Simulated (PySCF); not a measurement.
# CH13N3OSi4: NMR shifts

What NMR shifts should CH13N3OSi4 (`O[Si@H]1NC[SiH2]N[SiH2]N[SiH2]1`) show?

Computed with PySCF 2.14.0, with density-fitted response routines of our own, on a single molecule in the gas phase. Atoms count from 0, in the outputs and in this text.

## 1. The molecule as given

22 atoms, charge 0, multiplicity 1; geometry from: GFN2-xTB.

Bonds of the start (Å): O0–Si1 1.64, Si1–N2 1.73, N2–C3 1.45, C3–Si4 1.91, Si4–N5 1.73, N5–Si6 1.74, Si6–N7 1.73, N7–Si8 1.74, Si8–Si1 2.29, O0–H9 0.95, Si1–H10 1.48, N2–H11 1.01, C3–H12 1.10, C3–H13 1.09, Si4–H14 1.48, Si4–H15 1.47, N5–H16 1.01, Si6–H17 1.46, Si6–H18 1.46, N7–H19 1.01, Si8–H20 1.49, Si8–H21 1.48.

## 2. Shielding tensors: PBE0/pcSseg-1

Job settings and geometry (Å):

```
{"job": {"kind": "nmr", "xc": "PBE0", "basis": "pcSseg-1"}, "charge": 0, "multiplicity": 1}
O     -3.093196     1.417353    -0.350426
Si    -1.726705     0.806787     0.309847
N     -1.816294    -0.905153     0.087123
C     -0.784139    -1.816914     0.553018
Si     0.750956    -1.958839    -0.578028
N      2.049737    -1.021907     0.066539
Si     2.045389     0.521934     0.872938
N      1.405851     1.813754    -0.078136
Si    -0.153356     2.024368    -0.831310
H     -3.942558     1.049316    -0.119671
H     -1.796950     0.926894     1.779343
H     -2.189058    -1.215295    -0.799993
H     -1.243256    -2.803318     0.680587
H     -0.483202    -1.482165     1.545576
H      0.360525    -1.540915    -1.937716
H      1.234900    -3.346905    -0.614951
H      2.950316    -1.292327    -0.293957
H      1.227042     0.381717     2.076183
H      3.449284     0.831536     1.144491
H      2.095183     2.472578    -0.399850
H     -0.005654     1.668356    -2.267113
H     -0.345224     3.488531    -0.845345
```

With the program's defaults for keys left out, this is: GIAO PBE0/pcSseg-1 NMR shielding, non-relativistic, gas phase.

The run is started by

```bash
> OMP_NUM_THREADS=1 python probes_run.py task.json out
```

This one command runs all jobs of the session in turn.

What will the session give for the following? 13C shifts against TMS (PBE0/pcSseg-1); 1H shifts against TMS (PBE0/pcSseg-1); 17O shifts against H2O (PBE0/pcSseg-1); 29Si shifts against TMS (PBE0/pcSseg-1); 15N shifts against NH3 (PBE0/pcSseg-1). Wanted: 13C shifts against TMS; 1H shifts against TMS; 17O shifts against H2O; 29Si shifts against TMS; 15N shifts against NH3.

The runs gave:

| quantity | value |
| --- | --- |
| 13C shifts against TMS (PBE0/pcSseg-1) | 26.8 ppm |
| 1H shifts against TMS (PBE0/pcSseg-1) | 5.91, 5.17, 5.10, 5.08, 5.07, 5.05, 4.65, 3.11, 2.88, 1.49, 0.60, 0.46, 0.12 ppm |
| 17O shifts against H2O (PBE0/pcSseg-1) | 31.5 ppm |
| 29Si shifts against TMS (PBE0/pcSseg-1) | -10.9, -21.2, -43.1, -58.9 ppm |
| 15N shifts against NH3 (PBE0/pcSseg-1) | 39.9, 35.4, 27.1 ppm |

At PBE0/pcSseg-1: Shielding is most anisotropic at Si8 (span 113 ppm, paramagnetic term -473 ppm).
